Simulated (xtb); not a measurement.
# GFN2-xTB (ALPB water) run of InHSClF (SMILES [F][In]([SH])[Cl])

Wanted: an optimisation with harmonic vibrations of InHSClF. 

The calculation is run with xtb 6.7.1.

5 further runs of the same task are left out: 5 set aside as unsound or not needed.

### Step 1. The system as given

InHSClF: 5 atoms, total charge 0, spin state singlet. As SMILES, `[F][In]([SH])[Cl]`. Geometry: optimised at GFN2-xTB. This is one conformer, not always the lowest. The run starts from this shape.

Bond lengths: F1–In2 1.977 Å, In2–S3 2.413 Å, In2–Cl4 2.299 Å, S3–H5 1.332 Å. Angles: F1–In2–S3 119.1°, F1–In2–Cl4 116.1°, S3–In2–Cl4 124.8°, In2–S3–H5 89.5°.

### Step 2. An optimisation with harmonic vibrations at GFN2-xTB (ALPB water)

Contents of xcontrol:

```
$chrg 0
$spin 0
$thermo
   temp=77.0,298.15
$scc
   guess=gasteiger
$opt
   hlow=0.001
$end
```

Contents of in.coord:

```
$coord angs
    -1.8958910    -0.5020220     1.5385450  F
    -0.4016310    -0.3451240     0.2538090  In
     0.7127370     1.7805760     0.0048570  S
     0.1515910    -2.2585020    -0.8948550  Cl
     1.4831940     1.2513730    -0.9437550  H
$end
```

Launch:

```
$ xtb in.coord --alpb water --ohess extreme --input xcontrol -P 1 > in.out 2> xtb.err
```

Q: Predict the results. Wanted: total energy at the end; dipole moment; HOMO energy; LUMO energy; HOMO–LUMO gap; dispersion energy; solvent term in the energy; mean polarisability; lowest harmonic wavenumber.

Computed results:

Level: GFN2-xTB (ALPB water).

| quantity | value |
| --- | --- |
| total energy at the end | -14.39015 Eh |
| dipole moment | 5.86 D |
| HOMO energy | -11.43 eV |
| LUMO energy | -9.43 eV |
| HOMO–LUMO gap | 2.00 eV |
| dispersion energy | -8.34 kJ/mol |
| solvent term in the energy | -68.3 kJ/mol |
| mean polarisability (D4 model) | 75.6 bohr³ |
| lowest harmonic wavenumber | 52 cm⁻¹ |
| highest harmonic wavenumber | 2377 cm⁻¹ |
| zero-point energy | 26.0 kJ/mol |

In words: At the final geometry: Bond lengths: F1–In2 2.043 Å, In2–S3 2.396 Å, In2–Cl4 2.300 Å, S3–H5 1.333 Å. Angles: F1–In2–S3 114.6°, F1–In2–Cl4 108.5°, S3–In2–Cl4 136.9°, In2–S3–H5 94.1°. All 9 modes are real, so the shape is a minimum at this level.
